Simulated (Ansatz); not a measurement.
Task: a comparison of functionals at one structure of HfN, space group P6_3/mmc, with Ansatz 0.2.0 through its Python package. Give the script and its output. Level of theory (first run): r2SCAN, PAW, cutoff 600 eV, 8×8×4 k-points, Methfessel-Paxton smearing of 0.05 eV. The script varies functional: r2scan, pbesol, blyp.

```
CELL_PARAMETERS angstrom
3.13391 0.00000 0.00000
-1.56695 2.71404 0.00000
0.00000 0.00000 5.41677
ATOMIC_POSITIONS crystal
Hf 0.66667 0.33333 0.75000
Hf 0.33333 0.66667 0.25000
N 0.00000 0.00000 0.00000
N 0.00000 0.00000 0.50000
```

`run_xc.py`
```python
import ansatz as az
import pandas as pd

KSPACING = 0.29
CUTOFF_EV = 600


def main() -> None:
    hfn = (
        az.Lattice.of((3.133908, 0.0, 0.0), (-1.566954, 2.714044, 0.0), (0.0, 0.0, 5.416768))
        .atom("Hf", (2 / 3, 1 / 3, 0.75))
        .atom("Hf", (1 / 3, 2 / 3, 0.25))
        .atom("N", (0.0, 0.0, 0.0))
        .atom("N", (0.0, 0.0, 0.5))
    )

    calc = hfn.calculation()
    calc = calc.kpoints(spacing=KSPACING).occupations(az.OccupationsMethod.METHFESSEL_PAXTON, width=50 * az.meV)
    calc = calc.basis(CUTOFF_EV)
    calc = calc.pseudopotentials("paw").forces()
    calc = calc.stress()

    rows = []
    for value in ["r2scan", "pbesol", "blyp"]:
        summary = calc.functional(value).run(threads=1).report
        rows.append((value, summary["free_energy_ev"] / len(summary["lattice"]["sites"]), summary["n_iterations"], sum(summary["stress_gpa"][i][i] for i in range(3)) / 3, max(abs(f) for row in summary["forces_ev_ang"] for f in row), summary["n_kpoints"]))

    table = pd.DataFrame(rows, columns=["functional", "F/atom (eV)", "iterations", "P (GPa)", "max component (eV/A)", "k-points"])
    print(table.round(5).to_string(index=False))


if __name__ == "__main__":
    main()
```

```console
$ python run_xc.py
functional  F/atom (eV)  iterations  P (GPa)  max component (eV/A)  k-points
    r2scan  -8060.79610           8  2.70051                   0.0        30
    pbesol  -7990.09337           7 -2.10073                   0.0        30
      blyp  -8066.78295           9 14.96618                   0.0        30
```

From lowest to highest: PBEsol (-2.1 GPa), r2SCAN (2.7 GPa) and BLYP (15.0 GPa). At a fixed cell a lower pressure usually means a smaller equilibrium volume, so PBEsol prefers the smallest cell and BLYP the largest.

The run is spin-unpolarised. BLYP can be off by several per cent in the lattices of metals, and by several GPa in the pressure at a fixed cell. For a metal this k-point mesh is coarse: on a finer one energies can move by several to tens of meV an atom and pressures by half a GPa or more, differences at one mesh by less. Forces vanish by symmetry here and test nothing. Pressure is positive in compression. Spin-orbit coupling, which matters for elements this heavy, is left out. The structure comes from a database of computed cells and needn't be a stable or known phase. Total energies of different functionals can't be compared; pressures, moments and gaps at this one structure can. Wall time of the script: 25 s on 1 thread of Arm Neoverse V1 (shared host), peak memory 0.62 GiB.
